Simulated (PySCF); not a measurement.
# [Yb(SH)2]+: other functionals and bases at one geometry

One table from this session's results is given with a row withheld; the runs are named, their logs left out.

Method: several levels, as the steps say, no spin–orbit coupling; program: PySCF 2.14.0.

1 further run of the same task is left out (for a known fault of the program).

## Starting geometry

5 atoms, charge 1, spin multiplicity 1.

Bond lengths: Yb1–S2 2.435 Å, Yb1–S4 2.435 Å, S2–H3 1.359 Å, S4–H5 1.359 Å. Angles: S2–Yb1–S4 99.8°, Yb1–S2–H3 96.7°, Yb1–S4–H5 96.7°.

Geometry (Å):

```xyz
5
H2S2Yb
Yb    0.00000    0.00000   -0.71049
S     1.86181   -0.06964    0.85790
H     2.84197   -0.24297   -0.06782
S    -1.86181    0.06964    0.85790
H    -2.84197    0.24297   -0.06782
```

Formal oxidation states: Yb +3. Each metal's 13 4f electrons lie in its core potential, so multiplicities, spins and levels count the valence alone. An earlier session relaxed this geometry at PBE0, Yb lcecp-1-SVP with ECP59, S def2-SVP, H def2-SVP (singlet, point group C2).

At PBE0 on the finer grid: E = -836.283125 Eh, HOMO -12.24 eV, LUMO -7.77 eV, Mulliken charge on Yb1 +1.07 e, largest force component 0.010 eV/Å. 

Levels to run: TPSSh; BP86; PBE0, TZVP. Hardware: 2 threads of Arm Neoverse V1, shared host.

The first run:

run.py (the lines that set the calculation) reads:

```python
mol = gto.M(atom='''
Yb     0.00000     0.00000    -0.71049
S      1.86181    -0.06964     0.85790
H      2.84197    -0.24297    -0.06782
S     -1.86181     0.06964     0.85790
H     -2.84197     0.24297    -0.06782''',
    basis={'Yb': 'lcecp-1-SVP', 'S': 'def2-SVP', 'H': 'def2-SVP'},
    ecp={'Yb': 'lcecp-1-SVP'},
    charge=1, spin=0)
mf = dft.RKS(mol, xc='TPSSH')
mf.grids.atom_grid = (75, 302)  # f atoms: unpruned, at least (60, 302)
mf = mf.density_fit()  # fitting sets: Yb AutoAux, S def2-universal-JKFIT, H def2-universal-JKFIT
mf.conv_tol = 1e-08; mf.max_cycle = 55
mf.kernel(dm0)  # dm0: the density of the relaxed state
```

Run with:

```
$ OMP_NUM_THREADS=2 python run.py
```

Among the steps run: TPSSh; BP86; PBE0, TZVP.

One of the session's tables, all rows but one given; the rest of the session is left out.

| level | HOMO (eV) | gap (eV) | charge on Yb1 (e) | dipole (D) | largest force component (eV/Å) |
| --- | --- | --- | --- | --- | --- |
| PBE0 (relaxed here) | -12.24 | 4.47 | 1.07 | 7.10 | 0.01 |
| TPSSh | -11.65 | 3.66 | 1.09 | 7.04 | 0.25 |
| BP86 | ? | ? | ? | ? | ? |
| PBE0, TZVP | -12.17 | 4.49 | 1.38 | 6.75 | 0.19 |

Estimate the missing values for BP86.

The run gave: HOMO (eV): -11.25; gap (eV): 2.85; charge on Yb1 (e): 0.94; dipole (D): 6.36; largest force component (eV/Å): 0.38. In the column «HOMO (eV)» it is the highest.

The dipole of a charged species depends on the origin, so these sizes hold for this origin alone.

In one basis the HOMO–LUMO gap runs from 2.85 eV (BP86) to 4.47 eV (PBE0). The largest leftover force, 0.38 eV/Å with BP86, stands at a geometry relaxed at another level. With 4f in the core, its levels are missing from HOMO and gap, and its count is fixed, so no charge can pass from the ligands into it. Total energies of different levels can't be compared.
